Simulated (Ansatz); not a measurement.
# CH7AlFNSi: a ladder of functionals and wavefunction methods

One table from this session's results is given with a row withheld; the runs are named, their logs left out.

Computed with Ansatz 0.2.0, Gaussian basis. Level: functionals in def2-TZVPP, the program's frozen cores in correlated methods.

The runs, in order: PBE-D4, r2SCAN-D4, PBE0-D4, B3LYP-D4, ωB97X-V, ωB97M-V, B2PLYP; CCSD(T)/def2-TZVPP; MP2/def2-QZVPP; extrapolation to the limit.

## Structure used throughout

An earlier PBE0-D4 in a triple-zeta def2 set relaxation fixed the geometry.

12 atoms, charge 0, spin multiplicity 1.

Atoms are counted from 1 here; the program's logs count them from 0.

Bond lengths: C1–N2 1.463 Å, C1–H6 1.095 Å, C1–H7 1.096 Å, C1–H8 1.096 Å, N2–Si3 1.730 Å, N2–Al4 1.772 Å, Si3–H9 1.483 Å, Si3–H10 1.491 Å, Si3–H11 1.491 Å, Al4–F5 1.648 Å, Al4–H12 1.571 Å. Angles: N2–C1–H6 111.2°, N2–C1–H7 111.6°, N2–C1–H8 111.6°, H6–C1–H7 107.2°, H6–C1–H8 107.2°, H7–C1–H8 107.7°, C1–N2–Si3 115.6°, C1–N2–Al4 118.9°, Si3–N2–Al4 125.6°, N2–Si3–H9 108.4°, N2–Si3–H10 110.7°, N2–Si3–H11 110.8°, H9–Si3–H10 110.0°, H9–Si3–H11 110.0°, H10–Si3–H11 107.0°, N2–Al4–F5 119.4°, N2–Al4–H12 120.9°, F5–Al4–H12 119.7°.

Set-up of the first run:

File in.yaml:

```yaml
crystal:
  periodic: [false, false, false]
  atoms:
    - {symbol: C, position_ang: [-0.933950, -0.250125, 1.104431]}
    - {symbol: N, position_ang: [-0.101997, 0.021008, -0.068607]}
    - {symbol: Si, position_ang: [1.603541, -0.144692, 0.171296]}
    - {symbol: Al, position_ang: [-0.889040, 0.482693, -1.587944]}
    - {symbol: F, position_ang: [0.036793, 0.796647, -2.914755]}
    - {symbol: H, position_ang: [-1.996908, -0.129501, 0.872745]}
    - {symbol: H, position_ang: [-0.702613, 0.432007, 1.930625]}
    - {symbol: H, position_ang: [-0.795812, -1.274281, 1.469720]}
    - {symbol: H, position_ang: [2.287229, 0.155767, -1.110116]}
    - {symbol: H, position_ang: [1.941073, -1.527027, 0.617260]}
    - {symbol: H, position_ang: [2.081278, 0.786266, 1.233734]}
    - {symbol: H, position_ang: [-2.452495, 0.596139, -1.684390]}
basis:
  gaussian: {orbitals: def2-TZVPP}
hamiltonian: {xc: pbe, dispersion: d4}
output: {forces: true, orbitals: {seedname: orbitals}}
```

Started as:

```bash
ansatz run in.yaml --threads 4 --pin off --events-out ev --progress --plain --max-ram 10444MiB
```

Among the steps run: PBE-D4 (GGA); r2SCAN-D4 (meta-GGA); PBE0-D4 (hybrid); B3LYP-D4 (hybrid); ωB97X-V (range-separated); ωB97M-V (range-separated); B2PLYP (double hybrid); CCSD(T) in def2-TZVPP; MP2 in def2-QZVPP.

One of the session's tables, all rows but one given; the rest of the session is left out.

| method | atomisation energy (kJ/mol) |
| --- | --- |
| PBE-D4 | 4193.1 |
| r2SCAN-D4 | 4174.2 |
| PBE0-D4 | 4139.4 |
| B3LYP-D4 | 4182.2 |
| ωB97X-V | 4203.6 |
| ωB97M-V | 4192.8 |
| B2PLYP | 4138.7 |
| HF/def2-TZVPP | 3097.5 |
| MP2/def2-TZVPP | 4128.9 |
| CCSD/def2-TZVPP | 4029.7 |
| CCSD(T)/def2-TZVPP | ? |
| MP2/CBS | 4243.6 |
| CCSD(T)/CBS | 4194.5 |

**Question.** Estimate the row for CCSD(T)/def2-TZVPP.

As computed: atomisation energy (kJ/mol): 4079.7. In the column «atomisation energy (kJ/mol)» it lies between CCSD/def2-TZVPP (4029.7) and MP2/def2-TZVPP (4128.9).
